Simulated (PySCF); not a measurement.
# A gas-phase reaction: GeH4O + F → GeH3O + FH

Wanted: the reaction energy for `[OH][GeH3]` + `[F-]` → `[O-][GeH3]` + `F`.

Computed with PySCF 2.14.0; each step states its level. No surroundings beyond the atoms listed, unless a continuum is named. Atoms count from 0, parts from 1.

## Step 1: The system as given

Each species was relaxed by itself at PBE0-D3(BJ)/def2-SVPD.

## Step 2: Reaction energy: wB97M-D3(BJ)/def2-TZVPD

Job settings and geometry (Å):

```
{"job": {"kind": "react", "xc": "wB97M-D3(BJ)", "basis": "def2-TZVPD"}, "charge": 0, "multiplicity": 1}
-1 GeH4O charge 0 multiplicity 1
O      0.421250    -1.356360    -0.126070
Ge    -0.086590     0.363430    -0.191650
H      0.345180    -1.754630     0.745100
H      0.129540     0.755630    -1.655340
H      0.792220     1.199740     0.757460
H     -1.566890     0.481710     0.217070

-1 F charge -1 multiplicity 1
F      0.000000     0.000000     0.000000

+1 GeH3O charge -1 multiplicity 1
O      1.833180    -0.128270    -0.231500
Ge     0.156540     0.052780     0.007170
H     -0.780700    -0.738270    -0.999970
H     -0.407390     1.532020    -0.103220
H     -0.399710    -0.413290     1.418350

+1 FH charge 0 multiplicity 1
F      0.459560    -0.006500    -0.021240
H     -0.459560     0.006500     0.021240
```

Method: wB97M-D3(BJ)/def2-TZVPD reaction energy of separated species, gas phase.

Run with:

```
OMP_NUM_THREADS=1 python cluster_run.py task.json out
```

The driver reads the jobs from task.json and runs them one after another.

**Question.** The jobs that follow are: PBE0-D3(BJ)/def2-TZVPD reaction energy of separated species, gas phase; MP2/def2-TZVPD reaction energy of separated species, gas phase. Predict: reaction energy (wB97M-D3(BJ)/def2-TZVPD); ΔH, ΔG at 298 K (xTB thermal terms). Thermal terms come from harmonic xTB runs on each species.

**Answer**, as computed:

| quantity | value |
| --- | --- |
| reaction energy (wB97M-D3(BJ)/def2-TZVPD) | 0.00 kcal/mol |
| ΔH, ΔG at 298 K (xTB thermal terms) | -2.8, -3.3 kcal/mol |
| range of the reaction energy over the runs of this table | -3.34 to 0.00 kcal/mol |

The reaction is exothermic by 2.8 kcal/mol in the gas phase; dispersion gives +0.32, and xTB itself gave -5.09 for the electronic energy (xTB energies and thermal terms come from the earlier relaxation of each species, not shown). No barrier was sought. The reaction energy runs from -3.34 (MP2/def2-TZVPD) to 0.00 kcal/mol (wB97M-D3(BJ)/def2-TZVPD).
